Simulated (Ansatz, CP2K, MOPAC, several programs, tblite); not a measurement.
# MgGeSb2 from cheap methods to r2SCAN

How much accuracy does each second buy? MgGeSb2 is computed with 8 methods of unlike cost, up to r2SCAN.

Program: MOPAC, tblite, CP2K, Ansatz (versions at each run). Level of theory: no spin polarisation, static lattice; gaps from single points on the cell relaxed beforehand with r²SCAN. These are calculated values, not measurements.

## 1. The system as given

The structure is tetragonal, space group P-4m2 (No. 115). The conventional cell has a = 4.433 Å, b = 4.433 Å, c = 13.005 Å, α = 90.00°, β = 90.00°, γ = 90.00°. Mg (site symmetry 2mm) has 4 Sb at 2.78 to 2.83 Å in its first shell of neighbours. Around Sb (site symmetry -4m2) lie 4 Mg at 2.78 Å. Sb (site symmetry 2mm) has 2 Ge at 2.68 Å and 2 Mg at 2.83 Å in its first shell of neighbours. Around Ge (site symmetry 2mm) lie 4 Sb at 2.68 to 2.71 Å. Sb (site symmetry -4m2) has 4 Ge at 2.71 Å in its first shell of neighbours.

Structure file:

```
CELL_PARAMETERS angstrom
4.43288 0.00000 0.00000
0.00000 4.43288 0.00000
0.00000 0.00000 13.00545
ATOMIC_POSITIONS crystal
Mg 0.50000 0.00000 0.87131
Sb 0.50000 0.50000 0.00000
Mg 0.00000 0.50000 0.12869
Sb 0.00000 0.00000 0.26375
Ge 0.50000 0.00000 0.38013
Sb 0.50000 0.50000 0.50000
Ge 0.00000 0.50000 0.61987
Sb 0.00000 0.00000 0.73625
```

The structure type (II-IV-V2 ordering on zincblende lattice) is imposed and need not be the compound's stable one.

**Question.** The methods are PM6, PM7, GFN1-xTB (tblite), PBE/DZVP, PBE/SZV, coarse PBE, PBE, r2SCAN. What gap does r2SCAN give on this cell, and which other methods (full PBE left aside) come nearest to r2SCAN and farthest in gap, volume and bulk modulus?

```
                                               quantity                                                                 value
                                                 r2SCAN                                      no gap, 31.95 Å³/atom, B₀ 42 GPa
         gap: nearest and farthest of the other methods  GFN1-xTB (tblite), PBE/DZVP, PBE/SZV, coarse PBE (about 0.00 eV off)
      volume: nearest and farthest of the other methods                         GFN1-xTB (tblite) (-3.3 %), PBE/DZVP (+4.9 %)
bulk modulus: nearest and farthest of the other methods          PBE/DZVP, PBE/SZV (about 2 % off); GFN1-xTB (tblite) (+32 %)
```

For the gap (full PBE left aside), GFN1-xTB (tblite), PBE/DZVP, PBE/SZV, coarse PBE tie for nearest to r2SCAN. For the volume, of the 3 methods compared (full PBE left aside), GFN1-xTB (tblite) comes nearest to r2SCAN and PBE/DZVP is farthest. For the bulk modulus (full PBE left aside), PBE/DZVP, PBE/SZV tie for nearest to r2SCAN; GFN1-xTB (tblite) is farthest. A minimal basis or a coarse cutoff and mesh shifts results by its own error, so closeness to r2SCAN can be chance. Cluster runs see only the k-points that fold onto the zone centre, so their gaps can miss the band edges. PM7, PM6 ended in an unphysical state and are left out of the comparison. No volume is given for coarse PBE, which can hide a larger miss. Overlaps count as a gap of zero in the misses; they are PBE/DZVP -0.27, PBE/SZV -0.11, coarse PBE -0.09, PBE -0.26, r2SCAN -0.20 eV. CPU times run from 1.9 s (GFN1-xTB (tblite)) to 67 s (r2SCAN). r2SCAN is a yardstick, not the truth. Spin-orbit coupling is left out throughout.
